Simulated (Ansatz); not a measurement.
# Ba3Ti3H2NO9: the cost of one run

Program: Ansatz 0.2.0. Level of theory: DFT PBE, plane waves, PAW, scalar-relativistic, collinear spin. These are calculated values, not measurements.

**1. The structure to begin with**

The cell holds 18 atoms (Ba3H2NO9Ti3): a = 5.655 Å, b = 5.655 Å, c = 18.722 Å, α = 90.00°, β = 90.00°, γ = 120.00°.

Its coordinates follow in the input file.

**2. End point A**

The input, input.yaml:

```yaml
crystal:
  lattice:
    - [5.654684, 0.0, 0.0]
    - [-2.827342, 4.8971, 0.0]
    - [0.0, 0.0, 18.721663]
  atoms:
    - { symbol: Ba, position: [0.0, 0.0, 0.0534141] }
    - { symbol: Ti, position: [0.3333333, 0.6666667, 0.1113574] }
    - { symbol: O, position: [0.4971, 0.9942, 0.0586895] }
    - { symbol: O, position: [0.0058, 0.5029, 0.0586895] }
    - { symbol: O, position: [0.4971, 0.5029, 0.0586895] }
    - { symbol: Ba, position: [0.6666667, 0.3333333, 0.177251] }
    - { symbol: Ti, position: [0.0, 0.0, 0.2351943] }
    - { symbol: O, position: [0.1637667, 0.3275333, 0.1825265] }
    - { symbol: O, position: [0.6724667, 0.8362333, 0.1825265] }
    - { symbol: O, position: [0.1637667, 0.8362333, 0.1825265] }
    - { symbol: Ba, position: [0.3333333, 0.6666667, 0.301088] }
    - { symbol: Ti, position: [0.6666667, 0.3333333, 0.3590313] }
    - { symbol: O, position: [0.8304333, 0.6608667, 0.3063634] }
    - { symbol: O, position: [0.3391333, 0.1695667, 0.3063634] }
    - { symbol: O, position: [0.8304333, 0.1695667, 0.3063634] }
    - { symbol: "N", position: [0.3433511, 0.915846, 0.4386182], spin: 1.0 }
    - { symbol: H, position: [0.19063, 0.7892605, 0.4706667] }
    - { symbol: H, position: [0.4960723, 1.0424315, 0.4706667] }
magnetization:
  spin_polarized: true
basis:
  ecutwfc: 420.0
kpoints:
  mp_grid: { grid: [2, 2, 1] }
hamiltonian:
  xc: pbe
scf:
  occupations: { method: gaussian, width: 0.05 }
  lower_state_search: "off"
relax:
  f_tol: 0.03
  max_steps: 60
  adjacent_minimum: "off"
  constraints: [{ sites: [0, 1, 2, 3, 4] }]
output:
  write_density: true
  write_potential: true
  elf: true
  volumetric_format: npy
```

Command:

```
> ansatz run input.yaml --threads 2 --pin off --max-ram 5120MiB --backend cpu --events-out ev --progress --plain --runs-dir out
```

Q: Estimate wall time and peak memory on 2 threads of Intel Xeon 6975P-C (Granite Rapids), shared host.

About 7.2 min, with a peak of 1.2 GiB.
